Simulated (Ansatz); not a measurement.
**C₂H₈BN: small, medium and large basis sets**

How large a basis does C₂H₈BN need? Two functionals are run in growing sets.

Computed with Ansatz 0.2.0, Gaussian basis. Level: one geometry, several basis sets.

The runs, in order: PBE0-D4/def2-SVP; ωB97M-V/def2-SVP; PBE0-D4/def2-QZVPP; ωB97M-V/def2-QZVPP; the functionals' def2-TZVPP values are taken from earlier runs.

### Step 1. Structure used throughout

All runs share one geometry, relaxed beforehand with PBE0-D4 in a triple-zeta def2 set.

SMILES `BCCN`, 12 atoms, charge 0, spin multiplicity 1.

Atoms are counted from 1 here; the program's logs count them from 0.

Bond lengths: B1–C2 1.550 Å, B1–H5 1.198 Å, B1–H6 1.200 Å, C2–C3 1.526 Å, C2–H7 1.098 Å, C2–H8 1.109 Å, C3–N4 1.453 Å, C3–H9 1.095 Å, C3–H10 1.095 Å, N4–H11 1.013 Å, N4–H12 1.013 Å. Angles: C2–B1–H5 120.3°, C2–B1–H6 121.3°, H5–B1–H6 118.3°, B1–C2–C3 118.2°, B1–C2–H7 111.5°, B1–C2–H8 101.7°, C3–C2–H7 111.3°, C3–C2–H8 109.3°, H7–C2–H8 103.2°, C2–C3–N4 116.8°, C2–C3–H9 109.1°, C2–C3–H10 109.2°, N4–C3–H9 108.0°, N4–C3–H10 107.5°, H9–C3–H10 105.6°, C3–N4–H11 110.4°, C3–N4–H12 110.4°, H11–N4–H12 106.5°.

Geometry (Å):

```xyz
12
C2H8BN
B    -0.8826    1.6928   -0.1999
C    -0.5594    0.1778   -0.2481
C     0.8172   -0.2817    0.2245
N     1.0393   -1.7156    0.2969
H    -1.8516    2.1218   -0.7590
H    -0.2091    2.4544    0.4372
H    -0.8115   -0.2573   -1.2243
H    -1.3368   -0.2403    0.4233
H     1.0171    0.1424    1.2136
H     1.5834    0.1378   -0.4354
H     0.9058   -2.1405   -0.6132
H     0.3650   -2.1468    0.9184
```

### Step 2. PBE0-D4 in def2-SVP

in.yaml reads:

```yaml
crystal:
  periodic: [false, false, false]
  atoms:
    - {symbol: B, position_ang: [-0.882580, 1.692845, -0.199931]}
    - {symbol: C, position_ang: [-0.559417, 0.177784, -0.248113]}
    - {symbol: C, position_ang: [0.817221, -0.281653, 0.224507]}
    - {symbol: N, position_ang: [1.039275, -1.715633, 0.296894]}
    - {symbol: H, position_ang: [-1.851554, 2.121842, -0.759010]}
    - {symbol: H, position_ang: [-0.209084, 2.454402, 0.437175]}
    - {symbol: H, position_ang: [-0.811478, -0.257319, -1.224295]}
    - {symbol: H, position_ang: [-1.336804, -0.240263, 0.423271]}
    - {symbol: H, position_ang: [1.017135, 0.142372, 1.213646]}
    - {symbol: H, position_ang: [1.583350, 0.137808, -0.435418]}
    - {symbol: H, position_ang: [0.905792, -2.140549, -0.613166]}
    - {symbol: H, position_ang: [0.365045, -2.146837, 0.918441]}
basis:
  gaussian: {orbitals: def2-SVP}
hamiltonian: {xc: pbe0, dispersion: d4}
output: {orbitals: {seedname: orbitals}}
```

Run with:

```bash
ansatz run in.yaml --threads 2 --pin off --events-out ev --progress --plain --max-ram 4352MiB
```

The runs that follow: ωB97M-V in def2-SVP; PBE0-D4 in def2-QZVPP; ωB97M-V in def2-QZVPP.

**Question.** What will the summary of the whole plan be? Wanted: PBE0-D4: double and triple zeta above quadruple; ωB97M-V: double and triple zeta above quadruple.

The runs gave:

| quantity | value |
| --- | --- |
| PBE0-D4: double and triple zeta above quadruple | 5.19, 0.27 eV |
| ωB97M-V: double and triple zeta above quadruple | 5.48, 0.26 eV |

What this shows: For PBE0-D4 the step from double to triple zeta gains 4.92 eV and the next only 0.27 eV. These are total energies; as a rule much of such shifts cancels in differences, which this series doesn't test.
